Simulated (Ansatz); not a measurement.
# InH3: up Jacob's ladder to CCSD(T)

One table from this session's results is given with a row withheld; the runs are named, their logs left out.

The runs use Ansatz 0.2.0, Gaussian basis; functionals in def2-TZVPP, the program's frozen cores in correlated methods.

Plan: LDA (SPW92), PBE-D4, revPBE-D4, BLYP-D4, r2SCAN-D4, B97M-V, PBE0-D4, B3LYP-D4, r2SCANh-D4, r2SCAN0-D4, HSE06-D4, BHLYP-D4, CAM-B3LYP-D4, LC-ωPBE, ωB97X-V, ωB97M-V, B2PLYP, PBE-QIDH; CCSD(T)/def2-SVP; CCSD(T)/def2-TZVPP; CCSD(T)/def2-QZVPP; extrapolation to the limit; RPA on PBE.

## The geometry

The geometry comes from an earlier relaxation with PBE0-D4 in a triple-zeta def2 set; it is a stationary point. In takes the def2 core potential; no spin-orbit term is included.

SMILES `[InH3]`, 4 atoms, charge 0, spin multiplicity 1.

Atoms are counted from 1 here; the program's logs count them from 0.

Bond lengths: In1–H2 1.724 Å, In1–H3 1.724 Å, In1–H4 1.724 Å. Angles: H2–In1–H3 120.0°, H2–In1–H4 120.0°, H3–In1–H4 120.0°.

Coordinates:

```xyz
4
H3In
In    0.0139   -0.0151   -0.0051
H     0.4155    1.5160    0.6782
H    -1.0956   -0.1073   -1.3214
H     0.7218   -1.4540    0.6280
```

Set-up of the first run:

File in.yaml:

```yaml
crystal:
  periodic: [false, false, false]
  atoms:
    - {symbol: In, position_ang: [0.013866, -0.015080, -0.005056]}
    - {symbol: H, position_ang: [0.415458, 1.515989, 0.678176]}
    - {symbol: H, position_ang: [-1.095589, -0.107258, -1.321445]}
    - {symbol: H, position_ang: [0.721766, -1.453951, 0.628025]}
basis:
  gaussian: {orbitals: def2-TZVPP}
hamiltonian: {xc: lda}
output: {orbitals: {seedname: orbitals}}
```

Steps of the session up to this table: LDA; PBE-D4 (GGA); revPBE-D4 (GGA); BLYP-D4 (GGA); r2SCAN-D4 (meta-GGA); B97M-V (meta-GGA); PBE0-D4 (hybrid); B3LYP-D4 (hybrid); r2SCANh-D4 (hybrid); r2SCAN0-D4 (hybrid); HSE06-D4 (hybrid); BHLYP-D4 (hybrid); CAM-B3LYP-D4 (range-separated); LC-ωPBE-D4 (range-separated; the results give it without D4); ωB97X-V (range-separated); ωB97M-V (range-separated); B2PLYP (double hybrid); PBE-QIDH (double hybrid).

One of the session's tables, all rows but one given; the rest of the session is left out.

It belongs to the step «Orbital energies across the functionals». 

```
  functional  HOMO (eV)  LUMO (eV)  gap (eV)
 LDA (SPW92)      -7.07      -2.91      4.16
      PBE-D4      -7.00      -2.66      4.34
   revPBE-D4      -6.96      -2.55      4.41
     BLYP-D4      -6.92      -2.65      4.26
   r2SCAN-D4      -7.29      -2.32      4.97
      B97M-V      -7.37      -2.65      4.72
     PBE0-D4      -8.17      -1.90      6.27
    B3LYP-D4      -8.00      -2.21      5.80
  r2SCANh-D4          ?          ?         ?
  r2SCAN0-D4      -8.36      -1.70      6.66
    HSE06-D4      -7.77      -2.26      5.51
    BHLYP-D4      -9.29      -1.28      8.01
CAM-B3LYP-D4      -9.55      -1.13      8.42
     LC-ωPBE     -10.90       0.00     10.90
     ωB97X-V     -10.55      -0.13     10.42
     ωB97M-V     -10.37      -0.43      9.94
```

Estimate the missing values for r2SCANh-D4.

Worked estimate for «HOMO (eV)». Against the share of exact exchange, r2SCAN-D4 (0, -7.29), r2SCAN0-D4 (0.25, -8.36) give a slope of -4.28 per unit share; at 0.1 the line stands at -7.72.

The run gave: HOMO (eV): -7.72; LUMO (eV): -2.07; gap (eV): 5.65. In «HOMO (eV)» the line misses by 0.00.
